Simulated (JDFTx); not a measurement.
HfIn4SiO6 in JDFTx: the effect of Hubbard term

Crystal: HfIn4SiO6.

```xyz
12
Lattice="2.7160 -4.7033 0.0045 2.7160 4.7033 0.0045 -1.8631 0.0000 7.4041" Properties=species:S:1:pos:R:3 pbc="T T T"
Hf    2.7160    2.7768    0.0045
In    1.7845    1.2098    3.7066
In    2.7160   -0.3586    0.0045
In    1.7845    4.3741    3.7066
In    1.7845   -1.9666    3.7066
Si    2.7160   -3.4942    0.0045
O    -1.1351   -0.1798    6.4177
O     4.7040   -0.1798    0.9954
O     1.6933   -2.1708    6.4226
O     1.8757   -2.1708    0.9906
O     1.5632    1.2736    0.9906
O     2.0058    1.2736    6.4226
```

The cell was built by a generator and needn't be a form met in nature.

Alike in all runs:

* Program: JDFTx 1.7.0 (patched build)
* Task: density of states
* Functional: PBE
* Potentials or basis: PseudoDojo-SR-PBE-0.5-standard with smoothed tails
* Cutoff: 1143 eV
* Density cutoff: 9143 eV
* k mesh: 2 × 2 × 1
* Occupations: fermi-dirac, width 0.05 eV
* Spin: no spin polarisation
* Local potential set to -Z/r beyond: 6 bohr
* Bands: 64
* Density cutoff over wavefunction cutoff: 8
* Max SCF steps: 100
* SCF threshold on the energy: 1e-08 Ha
* Solver of the electrons: scf
* Further solve for the empty bands: yes

```csv
Hubbard term,pressure (GPa),largest force (eV/Å)
none,1.7,0.44
Hf d U = 1 eV,1.8,0.45
Hf d U = 2 eV,2.0,0.45
Hf d U = 3 eV,2.1,0.46
Hf d U = 4 eV,2.3,0.48
Hf d U = 6 eV,?,?
Hf d U = 8 eV,3.4,0.53
```

Q: What does the run with Hubbard term Hf d U = 6 eV give?

A: Pressure 2.8 GPa; largest force 0.50 eV/Å.

Worked out: A parabola through the other rows of the pressure, of slope 0.271 GPa per eV there, gives 2.8 GPa, against the run's 2.8. A parabola through the other rows of the largest force, of slope 0.014 eV/Å per eV there, gives 0.50 eV/Å, against the run's 0.50.

Caveats: all runs use coarse meshes; the empty levels aren't tightly converged.
